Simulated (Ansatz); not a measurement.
From input file to script: CH3F3OSn, SMILES FC(F)(F)[O][SnH3] in Ansatz 0.2.0.

```yaml
crystal:
  periodic: [false, false, false]
  atoms:
    - { symbol: F, position_ang: [2.2911, -0.3524, -1.499] }
    - { symbol: C, position_ang: [0.955, -0.2425, -1.0067] }
    - { symbol: F, position_ang: [0.2107, 0.6821, -1.7682] }
    - { symbol: F, position_ang: [0.4533, -1.4821, -1.1209] }
    - { symbol: O, position_ang: [1.0289, 0.152, 0.3225] }
    - { symbol: Sn, position_ang: [-0.8238, 0.2783, 1.0858] }
    - { symbol: H, position_ang: [-1.734, 1.4337, 0.1853] }
    - { symbol: H, position_ang: [-1.5512, -1.2913, 0.9778] }
    - { symbol: H, position_ang: [-0.7414, 0.7759, 2.8062] }
basis:
  gaussian:
    orbitals: def2-SVP
hamiltonian:
  xc: pbe
scf:
  lower_state_search: light
relax:
  f_tol: 0.005
```

The cells in order, each with its output:

In [1]:
```python
import ansatz
import numpy as np

geometry = (
    ansatz.Crystal.molecule()
    .atom("F", (2.2911, -0.3524, -1.499))
    .atom("C", (0.955, -0.2425, -1.0067))
    .atom("F", (0.2107, 0.6821, -1.7682))
    .atom("F", (0.4533, -1.4821, -1.1209))
    .atom("O", (1.0289, 0.152, 0.3225))
    .atom("Sn", (-0.8238, 0.2783, 1.0858))
    .atom("H", (-1.734, 1.4337, 0.1853))
    .atom("H", (-1.5512, -1.2913, 0.9778))
    .atom("H", (-0.7414, 0.7759, 2.8062))
)
```

In [2]:
```python
model = (
    geometry.calculation()
    .basis(gaussian="def2-SVP")
    .functional("PBE")
    .scf(lower_state_search="light")
)
symbols = [site.symbol for site in geometry.cartesian_sites]
start = np.array([site.position_ang for site in geometry.cartesian_sites], dtype=float)
data = model.relax(force_tolerance=0.005).run().report
end = np.array(data["positions_ang"])
```

In [3]:
```python
print(f"E = {data['free_energy_ev']:.6f} eV = {data['free_energy_ev'] / 27.211386246:.7f} Ha")
print("converged:", data["converged"], " doubts:", data["published_state_doubts"] or "none")
```
```text
E = -17095.315646 eV = -628.2412624 Ha
converged: True  doubts: none
```

In [4]:
```python
print("bond        before    after (A)")
for i, j in [(0, 1), (1, 2), (1, 3), (1, 4), (4, 5), (5, 6), (5, 7), (5, 8)]:
    d0, d1 = (np.linalg.norm(xyz[i] - xyz[j]) for xyz in (start, end))
    print(f"{symbols[i]}{i}-{symbols[j]}{j}".ljust(10), f"{d0:8.4f} {d1:8.4f}")
with open("ch3f3osn_opt.xyz", "w") as handle:
    handle.write(f"{len(symbols)}\nrelaxed CH3F3OSn\n")
    handle.writelines(f"{s:2s} {x:11.6f} {y:11.6f} {z:11.6f}\n" for s, (x, y, z) in zip(symbols, end))
```
```text
bond        before    after (A)
F0-C1        1.4281   1.3476
C1-F2        1.4102   1.3848
C1-F3        1.3421   1.3630
C1-O4        1.3885   1.3224
O4-Sn5       2.0078   2.0670
Sn5-H6       1.7246   1.7192
Sn5-H7       1.7333   1.7195
Sn5-H8       1.7928   1.7174
```

The settings weren't tested for convergence. The end point is the stationary point reached from this start; no frequency run checks that it is a minimum, and the basis set is modest. def2 sets replace the cores of elements past krypton by effective core potentials. It ran for 91 s on 1 thread of Intel(R) Xeon(R) Platinum 8259CL CPU @ 2.50GHz (Skylake/Cascade Lake), with other jobs on the host, peak memory 0.23 GiB.

(Lines on the test bed's own set-up are left out of the output.)
